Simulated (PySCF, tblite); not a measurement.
# C4H7F4NSi: geometry, infrared bands and NMR shifts

Wanted: the infrared bands and NMR shifts of C4H7F4NSi (`C=C(CC(F)(F)F)[Si@@H](N)F`), by calculation.

Programs: tblite 0.8.0 and PySCF 2.14.0, with density-fitted response routines of our own. Each step states its level of theory. These are calculated values for one molecule in the gas phase, unless marked as measured. Atoms are numbered from 0 throughout.

### 1 The molecule as given

17 atoms, charge 0, multiplicity 1; geometry from: force field or distance geometry start.

Bonds of the start (Å): C0–C1 1.33, C1–C2 1.50, C2–C3 1.51, C3–F4 1.40, C3–F5 1.39, C3–F6 1.38, C1–Si7 1.83, Si7–N8 1.80, Si7–F9 1.70, C0–H10 1.07, C0–H11 1.10, C2–H12 1.13, C2–H13 1.10, Si7–H14 1.47, N8–H15 1.06, N8–H16 1.04.

### 2 Geometry optimisation with GFN2-xTB

The job: settings as JSON, then the geometry in Å.

```
{"job": {"kind": "relax", "xc": "GFN2-xTB", "basis": "xTB"}, "charge": 0, "multiplicity": 1}
C     -0.158400    -1.648300    -1.165400
C      0.027700    -0.798500    -0.153100
C      1.462000    -0.537300     0.216800
C      1.763500     0.931600     0.070100
F      3.090700     1.190900     0.417100
F      1.671500     1.275800    -1.274900
F      0.916000     1.677400     0.859200
Si    -1.369100    -0.034200     0.751800
N     -2.301400     1.046300    -0.346900
F     -2.437100    -1.207300     1.362200
H      0.664200    -2.091800    -1.684000
H     -1.199200    -1.855900    -1.435900
H      1.571800    -0.782500     1.310100
H      2.140900    -1.153900    -0.394500
H     -0.955000     0.811700     1.875900
H     -3.226000     1.328200     0.096200
H     -1.669200     1.859800    -0.514500
```

The run is started by

```bash
$ OMP_NUM_THREADS=1 python probes_run.py task.json out
```

The driver reads the jobs from task.json and runs them one after another.

**Question.** This job is followed by: GFN2-xTB harmonic vibrations, gas phase; GIAO PBE0/pcSseg-1 NMR shielding, non-relativistic, gas phase. Predict these results of the whole session: strongest single infrared mode (GFN2-xTB); zero-point energy (GFN2-xTB); ¹³C shifts against TMS (PBE0/pcSseg-1); ¹H shifts against TMS (PBE0/pcSseg-1, means over atoms taken as alike); ¹⁹F shifts against CFCl3 (PBE0/pcSseg-1, means over atoms taken as alike); ²⁹Si shifts against TMS (PBE0/pcSseg-1); ¹⁵N shifts against NH3 (PBE0/pcSseg-1); surface potential, 1st and 99th percentile.

The runs gave:

| quantity | value |
| --- | --- |
| strongest single infrared mode (GFN2-xTB) | 850 cm⁻¹, 333 km/mol |
| zero-point energy (GFN2-xTB) | 68.9 kcal/mol |
| ¹³C shifts against TMS (PBE0/pcSseg-1) | 145.6, 144.8, 135.3, 46.5 ppm |
| ¹H shifts against TMS (PBE0/pcSseg-1, means over atoms taken as alike) | 6.54, 6.44, 5.38, 3.15, 2.78, 0.94 ppm |
| ¹⁹F shifts against CFCl3 (PBE0/pcSseg-1, means over atoms taken as alike) | -79.1, -180.9 ppm |
| ²⁹Si shifts against TMS (PBE0/pcSseg-1) | -15.9 ppm |
| ¹⁵N shifts against NH3 (PBE0/pcSseg-1) | 27.2 ppm |
| surface potential, 1st and 99th percentile | -1.17 V and 1.50 V |

What this shows: Relaxing lowered the energy by 0.905 eV in 100 steps; the close pair that moved most is Si7–N8, from 1.801 to 1.710 Å. All 45 modes are real, so the xTB geometry is a minimum. The strongest single mode, at 850 cm⁻¹, has its largest shares on Si7, H15, F9 and H16 (the list is cut at 4 atoms). GFN2-xTB is a fitted tight-binding method: band positions and strengths are rough. Its intensities can rank the bands wrongly. The most deshielded carbon is C1 (fully substituted alkene carbon), at 145.6 ppm: an sp2 carbon of a C=C bond. At PBE0/pcSseg-1, counted by nearest atom on the grid, the HOMO lies on N8 61 %; H14, H15, H16 about 8 % each, the LUMO on C0, C1 about 29 % each; H10, H11 about 8 % each.
